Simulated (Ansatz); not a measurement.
Born–Oppenheimer molecular dynamics of a periodic cell of 20 atoms, In2O3 (start crystal In2O3, start structure R-3c, volume 1.15 times the crystal's). It starts from an unrelaxed structure (largest force component 0.24 eV/Å).

Method: Ansatz 0.2.0, DFT LDA, scalar-relativistic, plane waves, PAW. Settings: accuracy low, PAW set soft_1, cutoff 420 eV, k mesh 3x3x3, fermi-dirac smearing 0.36 eV, no spin polarisation.

```
ensemble        : NVT, Langevin thermostat
time step       : 0.75 fs
steps asked     : 150
set temperature : 4200 K
friction        : 0.02 /fs
seed            : 69525
```

Frames 0.75 fs apart, positions in Å, forces in eV/Å.

Velocities at 75 fs (Å/ps):

```
In 5.42 4.87 1.45
In -1.63 -4.37 -4.74
In -2.55 -2.93 3.36
In -1.80 -0.57 9.50
O 21.18 -13.24 -1.93
O 12.78 -4.59 2.34
O 37.77 -4.76 -1.55
O 6.15 10.88 8.53
O 8.94 -2.99 4.67
O -5.78 20.94 -8.88
In -4.12 -6.41 -7.14
In 2.55 8.67 7.27
In 0.69 -0.46 -5.06
In 0.92 -2.65 -8.92
O -11.66 8.47 -24.02
O 5.81 2.89 -9.36
O 2.67 -1.97 17.48
O 21.00 -13.71 20.53
O 9.54 -4.17 8.30
O -7.77 -11.52 13.88
```

```xyz
20
Lattice="-2.8896 -1.6683 10.1913 2.8896 -1.6683 10.1913 0.0000 3.3367 10.1913" Properties=species:S:1:pos:R:3:forces:R:3 time_fs=75 energy_less_start_eV=8.468 T=3253
In 0.072 0.216 9.789 0.60 1.09 2.14
In -0.084 0.093 13.009 0.57 -3.00 -1.92
In 0.322 0.062 5.972 1.13 -1.15 -0.71
In 0.072 -0.446 2.591 0.96 3.47 -2.17
O 1.486 -1.474 16.992 -2.22 1.10 0.53
O -2.130 0.366 16.026 1.31 -0.13 0.88
O 2.230 2.606 16.493 -1.48 0.06 -0.06
O -0.794 -1.158 19.032 -0.55 0.21 -0.72
O 2.205 0.479 19.145 0.02 -0.57 0.11
O -0.231 2.262 18.558 -1.34 -3.02 -1.25
In -0.042 -0.186 24.655 0.03 0.52 0.94
In 0.328 0.542 28.690 0.79 -2.52 -0.89
In 0.152 -0.054 20.365 1.15 0.84 2.67
In -0.124 -0.164 17.277 0.18 1.16 -1.81
O 1.098 1.368 11.427 -1.43 -0.02 0.41
O 0.588 -1.740 11.137 1.00 1.05 0.89
O -1.681 -0.298 10.988 -0.19 1.64 0.06
O -0.517 1.645 14.241 -1.36 0.44 0.67
O -0.923 -1.591 13.881 -1.09 -1.33 -0.31
O 1.809 -0.337 13.660 1.90 0.17 0.54
20
Lattice="-2.8896 -1.6683 10.1913 2.8896 -1.6683 10.1913 0.0000 3.3367 10.1913" Properties=species:S:1:pos:R:3:forces:R:3 time_fs=75.75 energy_less_start_eV=8.622 T=3205
In 0.076 0.219 9.790 0.56 1.05 2.15
In -0.085 0.089 13.006 0.54 -2.93 -1.92
In 0.320 0.060 5.975 1.61 -1.21 -0.85
In 0.070 -0.447 2.599 0.95 3.39 -2.11
O 1.500 -1.483 16.992 -2.61 1.25 0.63
O -2.119 0.363 16.029 1.28 -0.16 0.82
O 2.258 2.602 16.490 -1.73 0.15 -0.03
O -0.790 -1.150 19.039 -0.61 0.05 -0.93
O 2.213 0.476 19.146 -0.02 -0.50 0.08
O -0.236 2.276 18.552 -1.27 -3.03 -1.15
In -0.045 -0.190 24.650 0.09 0.47 1.05
In 0.330 0.549 28.695 0.78 -2.60 -0.90
In 0.153 -0.054 20.362 1.27 1.02 2.86
In -0.123 -0.166 17.270 0.22 1.08 -1.85
O 1.090 1.374 11.409 -1.37 -0.04 0.53
O 0.593 -1.736 11.130 0.98 1.02 0.87
O -1.680 -0.299 11.001 -0.16 1.64 0.06
O -0.503 1.636 14.257 -1.29 0.49 0.54
O -0.915 -1.593 13.888 -1.14 -1.34 -0.35
O 1.803 -0.345 13.671 1.92 0.19 0.49
20
Lattice="-2.8896 -1.6683 10.1913 2.8896 -1.6683 10.1913 0.0000 3.3367 10.1913" Properties=species:S:1:pos:R:3:forces:R:3 time_fs=76.5 energy_less_start_eV=8.766 T=3223
In 0.081 0.223 9.792 0.51 0.98 2.13
In -0.086 0.085 13.002 0.52 -2.84 -1.89
In 0.319 0.057 5.979 2.03 -1.22 -0.99
In 0.067 -0.448 2.606 0.94 3.31 -2.05
O 1.511 -1.491 16.993 -2.91 1.38 0.72
O -2.107 0.363 16.033 1.23 -0.22 0.77
O 2.286 2.600 16.485 -1.95 0.22 0.01
O -0.784 -1.143 19.044 -0.69 -0.10 -1.15
O 2.223 0.469 19.146 -0.05 -0.40 0.04
O -0.240 2.287 18.546 -1.19 -3.03 -1.05
In -0.049 -0.193 24.644 0.15 0.42 1.15
In 0.332 0.555 28.700 0.77 -2.69 -0.90
In 0.153 -0.054 20.359 1.39 1.20 3.04
In -0.122 -0.167 17.263 0.23 1.01 -1.87
O 1.083 1.381 11.390 -1.29 -0.04 0.67
O 0.601 -1.731 11.121 0.95 0.98 0.86
O -1.679 -0.297 11.013 -0.12 1.64 0.06
O -0.490 1.629 14.273 -1.23 0.51 0.41
O -0.906 -1.596 13.896 -1.20 -1.34 -0.41
O 1.797 -0.355 13.684 1.91 0.22 0.43
20
Lattice="-2.8896 -1.6683 10.1913 2.8896 -1.6683 10.1913 0.0000 3.3367 10.1913" Properties=species:S:1:pos:R:3:forces:R:3 time_fs=77.25 energy_less_start_eV=8.904 T=3164
In 0.086 0.226 9.793 0.47 0.93 2.10
In -0.088 0.082 12.998 0.51 -2.74 -1.84
In 0.316 0.055 5.982 2.40 -1.21 -1.12
In 0.063 -0.447 2.613 0.93 3.23 -2.01
O 1.520 -1.498 16.996 -3.15 1.50 0.79
O -2.093 0.363 16.039 1.18 -0.30 0.73
O 2.314 2.598 16.480 -2.17 0.26 0.04
O -0.778 -1.137 19.050 -0.76 -0.24 -1.37
O 2.232 0.462 19.145 -0.08 -0.30 0.01
O -0.244 2.297 18.543 -1.13 -3.03 -0.97
In -0.052 -0.196 24.638 0.21 0.37 1.25
In 0.334 0.560 28.703 0.76 -2.77 -0.90
In 0.153 -0.054 20.356 1.51 1.38 3.22
In -0.121 -0.167 17.254 0.22 0.96 -1.86
O 1.077 1.386 11.372 -1.22 -0.03 0.82
O 0.609 -1.726 11.112 0.92 0.93 0.85
O -1.677 -0.293 11.023 -0.09 1.63 0.08
O -0.479 1.624 14.288 -1.15 0.49 0.27
O -0.897 -1.599 13.902 -1.25 -1.33 -0.46
O 1.794 -0.366 13.696 1.87 0.27 0.37
20
Lattice="-2.8896 -1.6683 10.1913 2.8896 -1.6683 10.1913 0.0000 3.3367 10.1913" Properties=species:S:1:pos:R:3:forces:R:3 time_fs=78 energy_less_start_eV=9.037 T=3090
In 0.091 0.229 9.794 0.44 0.87 2.08
In -0.090 0.078 12.993 0.54 -2.63 -1.78
In 0.315 0.053 5.985 2.68 -1.18 -1.23
In 0.060 -0.447 2.620 0.93 3.14 -1.97
O 1.527 -1.503 17.000 -3.30 1.60 0.83
O -2.077 0.365 16.045 1.13 -0.41 0.69
O 2.342 2.594 16.475 -2.37 0.30 0.07
O -0.773 -1.132 19.055 -0.82 -0.37 -1.60
O 2.241 0.455 19.145 -0.10 -0.19 -0.03
O -0.249 2.307 18.541 -1.07 -3.05 -0.92
In -0.056 -0.200 24.633 0.28 0.33 1.34
In 0.336 0.565 28.706 0.74 -2.85 -0.88
In 0.153 -0.053 20.354 1.64 1.57 3.38
In -0.120 -0.169 17.244 0.20 0.91 -1.84
O 1.074 1.390 11.354 -1.15 -0.01 0.96
O 0.618 -1.719 11.104 0.89 0.87 0.83
O -1.673 -0.290 11.032 -0.08 1.63 0.11
O -0.472 1.620 14.303 -1.07 0.47 0.13
O -0.885 -1.602 13.906 -1.31 -1.33 -0.50
O 1.793 -0.377 13.709 1.80 0.33 0.31
20
Lattice="-2.8896 -1.6683 10.1913 2.8896 -1.6683 10.1913 0.0000 3.3367 10.1913" Properties=species:S:1:pos:R:3:forces:R:3 time_fs=78.75 energy_less_start_eV=9.152 T=2993
In 0.096 0.232 9.795 0.40 0.80 2.03
In -0.092 0.073 12.987 0.59 -2.52 -1.71
In 0.313 0.051 5.988 2.85 -1.13 -1.29
In 0.056 -0.447 2.628 0.93 3.06 -1.94
O 1.531 -1.505 17.005 -3.35 1.69 0.84
O -2.060 0.368 16.050 1.07 -0.54 0.67
O 2.368 2.590 16.470 -2.54 0.32 0.10
O -0.772 -1.125 19.060 -0.84 -0.52 -1.82
O 2.248 0.449 19.147 -0.14 -0.09 -0.07
O -0.255 2.315 18.538 -1.01 -3.06 -0.85
In -0.059 -0.204 24.628 0.34 0.28 1.42
In 0.338 0.568 28.710 0.71 -2.88 -0.86
In 0.152 -0.053 20.353 1.76 1.75 3.53
In -0.118 -0.171 17.236 0.17 0.89 -1.81
O 1.073 1.393 11.336 -1.09 0.02 1.11
O 0.628 -1.711 11.097 0.86 0.79 0.81
O -1.669 -0.287 11.040 -0.06 1.62 0.14
O -0.464 1.617 14.317 -0.98 0.41 -0.01
O -0.870 -1.607 13.911 -1.39 -1.31 -0.54
O 1.794 -0.389 13.723 1.72 0.40 0.25
20
Lattice="-2.8896 -1.6683 10.1913 2.8896 -1.6683 10.1913 0.0000 3.3367 10.1913" Properties=species:S:1:pos:R:3:forces:R:3 time_fs=79.5 energy_less_start_eV=9.259 T=3291
In 0.101 0.235 9.795 0.34 0.69 1.95
In -0.094 0.068 12.980 0.64 -2.42 -1.63
In 0.312 0.050 5.992 2.98 -1.09 -1.36
In 0.051 -0.447 2.634 0.93 2.98 -1.91
O 1.534 -1.505 17.010 -3.39 1.78 0.83
O -2.042 0.370 16.056 1.00 -0.64 0.65
O 2.391 2.587 16.466 -2.67 0.33 0.14
O -0.773 -1.116 19.065 -0.82 -0.71 -2.05
O 2.255 0.444 19.150 -0.17 0.00 -0.11
O -0.262 2.322 18.534 -0.93 -3.05 -0.75
In -0.062 -0.208 24.623 0.40 0.23 1.49
In 0.340 0.570 28.714 0.65 -2.86 -0.83
In 0.153 -0.053 20.352 1.89 1.95 3.70
In -0.118 -0.172 17.227 0.15 0.86 -1.79
O 1.072 1.395 11.318 -1.01 0.07 1.27
O 0.640 -1.702 11.092 0.81 0.69 0.78
O -1.665 -0.284 11.047 -0.05 1.61 0.16
O -0.454 1.615 14.331 -0.91 0.36 -0.13
O -0.852 -1.612 13.917 -1.46 -1.27 -0.59
O 1.797 -0.401 13.736 1.64 0.47 0.19
20
Lattice="-2.8896 -1.6683 10.1913 2.8896 -1.6683 10.1913 0.0000 3.3367 10.1913" Properties=species:S:1:pos:R:3:forces:R:3 time_fs=80.25 energy_less_start_eV=9.365 T=3382
In 0.107 0.239 9.795 0.27 0.56 1.84
In -0.095 0.062 12.973 0.70 -2.32 -1.54
In 0.312 0.050 5.997 3.11 -1.07 -1.43
In 0.047 -0.447 2.641 0.92 2.89 -1.87
O 1.537 -1.502 17.014 -3.45 1.88 0.83
O -2.023 0.371 16.063 0.95 -0.71 0.63
O 2.413 2.583 16.465 -2.78 0.32 0.17
O -0.775 -1.105 19.068 -0.81 -0.89 -2.27
O 2.262 0.442 19.155 -0.21 0.07 -0.16
O -0.272 2.328 18.528 -0.84 -3.01 -0.61
In -0.064 -0.212 24.617 0.46 0.18 1.57
In 0.343 0.572 28.719 0.58 -2.82 -0.81
In 0.153 -0.052 20.351 2.02 2.15 3.86
In -0.117 -0.174 17.219 0.12 0.84 -1.77
O 1.070 1.398 11.300 -0.92 0.12 1.43
O 0.653 -1.692 11.087 0.76 0.59 0.74
O -1.661 -0.281 11.053 -0.04 1.61 0.17
O -0.442 1.611 14.346 -0.83 0.31 -0.27
O -0.833 -1.618 13.922 -1.52 -1.23 -0.63
O 1.802 -0.411 13.750 1.54 0.54 0.12
20
Lattice="-2.8896 -1.6683 10.1913 2.8896 -1.6683 10.1913 0.0000 3.3367 10.1913" Properties=species:S:1:pos:R:3:forces:R:3 time_fs=81 energy_less_start_eV=9.471 T=3263
In 0.113 0.242 9.795 0.19 0.41 1.70
In -0.097 0.057 12.967 0.77 -2.24 -1.45
In 0.312 0.050 6.000 3.18 -1.05 -1.48
In 0.042 -0.449 2.647 0.90 2.80 -1.82
O 1.540 -1.500 17.019 -3.47 1.97 0.80
O -2.003 0.371 16.069 0.88 -0.77 0.61
O 2.432 2.580 16.464 -2.87 0.31 0.19
O -0.777 -1.096 19.070 -0.79 -1.04 -2.44
O 2.268 0.441 19.161 -0.25 0.13 -0.20
O -0.281 2.335 18.521 -0.75 -2.98 -0.46
In -0.066 -0.216 24.611 0.52 0.13 1.65
In 0.346 0.574 28.724 0.51 -2.80 -0.79
In 0.154 -0.051 20.350 2.13 2.32 3.99
In -0.116 -0.177 17.212 0.10 0.83 -1.76
O 1.067 1.401 11.281 -0.82 0.17 1.60
O 0.666 -1.681 11.082 0.71 0.49 0.71
O -1.657 -0.278 11.059 -0.03 1.61 0.18
O -0.431 1.607 14.363 -0.74 0.29 -0.41
O -0.816 -1.623 13.927 -1.57 -1.19 -0.67
O 1.811 -0.422 13.765 1.41 0.61 0.04
20
Lattice="-2.8896 -1.6683 10.1913 2.8896 -1.6683 10.1913 0.0000 3.3367 10.1913" Properties=species:S:1:pos:R:3:forces:R:3 time_fs=81.75 energy_less_start_eV=9.568 T=3315
In 0.119 0.246 9.797 0.08 0.24 1.53
In -0.099 0.052 12.960 0.83 -2.17 -1.35
In 0.312 0.049 6.004 3.18 -1.02 -1.51
In 0.037 -0.450 2.654 0.89 2.71 -1.77
O 1.540 -1.500 17.025 -3.43 2.05 0.75
O -1.980 0.371 16.077 0.78 -0.83 0.59
O 2.448 2.578 16.462 -2.93 0.28 0.22
O -0.779 -1.088 19.071 -0.75 -1.17 -2.60
O 2.272 0.438 19.165 -0.28 0.20 -0.24
O -0.288 2.341 18.516 -0.66 -2.94 -0.32
In -0.068 -0.220 24.605 0.57 0.09 1.73
In 0.350 0.576 28.730 0.45 -2.78 -0.77
In 0.154 -0.050 20.351 2.23 2.45 4.08
In -0.115 -0.180 17.204 0.09 0.81 -1.73
O 1.063 1.406 11.262 -0.70 0.25 1.78
O 0.679 -1.670 11.076 0.66 0.41 0.70
O -1.655 -0.274 11.066 -0.02 1.60 0.19
O -0.418 1.603 14.381 -0.67 0.29 -0.55
O -0.800 -1.628 13.930 -1.60 -1.14 -0.71
O 1.821 -0.429 13.779 1.29 0.66 -0.03
20
Lattice="-2.8896 -1.6683 10.1913 2.8896 -1.6683 10.1913 0.0000 3.3367 10.1913" Properties=species:S:1:pos:R:3:forces:R:3 time_fs=82.5 energy_less_start_eV=9.660 T=2965
In 0.126 0.249 9.800 -0.05 0.05 1.33
In -0.101 0.049 12.954 0.87 -2.11 -1.25
In 0.313 0.049 6.007 3.17 -1.01 -1.53
In 0.032 -0.451 2.660 0.88 2.61 -1.71
O 1.541 -1.500 17.030 -3.41 2.13 0.70
O -1.956 0.370 16.086 0.68 -0.86 0.56
O 2.461 2.577 16.457 -2.96 0.24 0.25
O -0.781 -1.080 19.073 -0.69 -1.27 -2.73
O 2.275 0.435 19.169 -0.31 0.28 -0.28
O -0.295 2.345 18.511 -0.57 -2.89 -0.17
In -0.069 -0.223 24.598 0.60 0.06 1.80
In 0.353 0.578 28.736 0.38 -2.76 -0.76
In 0.154 -0.049 20.351 2.31 2.55 4.14
In -0.115 -0.182 17.197 0.11 0.79 -1.69
O 1.060 1.411 11.243 -0.57 0.33 1.97
O 0.691 -1.661 11.070 0.61 0.35 0.70
O -1.655 -0.270 11.071 0.00 1.60 0.19
O -0.403 1.599 14.400 -0.60 0.29 -0.67
O -0.785 -1.632 13.933 -1.62 -1.07 -0.76
O 1.831 -0.436 13.791 1.18 0.71 -0.08
```

Of the whole run (112 fs, mean temperature of the second half 3284 K): The mean temperature of the second half is 22 % below the set value. A run of 0.11 ps of so small a system gives no equilibrium averages. Limits of this set-up: coarse k mesh, PAW files made for another functional, low accuracy level.

The run took 23 min on 4 threads of Arm Neoverse V2, on a shared host, peak memory 1.3 GiB.
